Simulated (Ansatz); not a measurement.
Working through a search for lower mean-field states of BrCl (charge +1)

With Ansatz's Python interface.

Notebook, run cell by cell (the value of a cell's last expression is shown):

In [1]:
```python
import ansatz as az
import numpy as np
```

In [2]:
```python
BASIS_SET = "def2-SVP"
XC = "pbe"
CHARGE = 1
```

In [3]:
```python
system = (
    az.Crystal.molecule()
    .atom("Br", (0.0, 0.0, 0.0))
    .atom("Cl", (0.0, 0.0, 2.185))
)
symbols = [site.symbol for site in system.cartesian_sites]
```

In [4]:
```python
start = np.array([site.position_ang for site in system.cartesian_sites])
for factor in [1.0, 1.25, 1.6]:
    xyz = (start - start.mean(axis=0)) * factor
    scaled = az.Crystal.molecule()
    for symbol, place in zip(symbols, xyz):
        scaled = scaled.atom(symbol, place.tolist())
    model = (
        scaled.calculation()
        .basis(gaussian=BASIS_SET)
        .functional(XC)
        .charge(CHARGE)
        .spin("collinear", total=1)
    )
    for search in ("off", "standard"):
        try:
            data = model.scf(lower_state_search=search).run().report
        except az.AnsatzError as error:
            print(f"x{factor} search {search}: {type(error).__name__}")
            continue
        state = data["mean_field"]["state"]
        print(f"all distances x{factor}, search {search:8s} E = {data['free_energy_ev']:.5f} eV  <S^2> = {abs(state['spin_squared']):.3f}  other states met: {len(data['mean_field']['others'])}")
```
```text
all distances x1.0, search off      E = -82529.49407 eV  <S^2> = 0.751  other states met: 0
all distances x1.0, search standard E = -82529.49407 eV  <S^2> = 0.751  other states met: 3
all distances x1.25, search off      E = -82528.13478 eV  <S^2> = 1.197  other states met: 0
all distances x1.25, search standard E = -82528.13478 eV  <S^2> = 1.197  other states met: 15
all distances x1.6, search off      E = -82527.19228 eV  <S^2> = 1.753  other states met: 0
all distances x1.6, search standard E = -82527.19228 eV  <S^2> = 1.753  other states met: 18
```

Caveats:
- These settings explore the input space; basis and method may be short of convergence.
- The count of other states can hold repeated and symmetry-equivalent ends of the search; scaling all distances is a test, and for more than two atoms no physical path.
- The species is open-shell (spin multiplicity 2).
- The expectation value of S² is noticeably off S(S+1) in at least one run, so that state is spin-contaminated.
- The spin state was assumed, and another may lie lower.
- Wall time of the script: 26 s on 1 thread of Intel(R) Xeon(R) Platinum 8259CL CPU @ 2.50GHz (Skylake/Cascade Lake), with other jobs on the host, peak memory 0.18 GiB.

(Lines on the test bed's own set-up are left out of the output.)
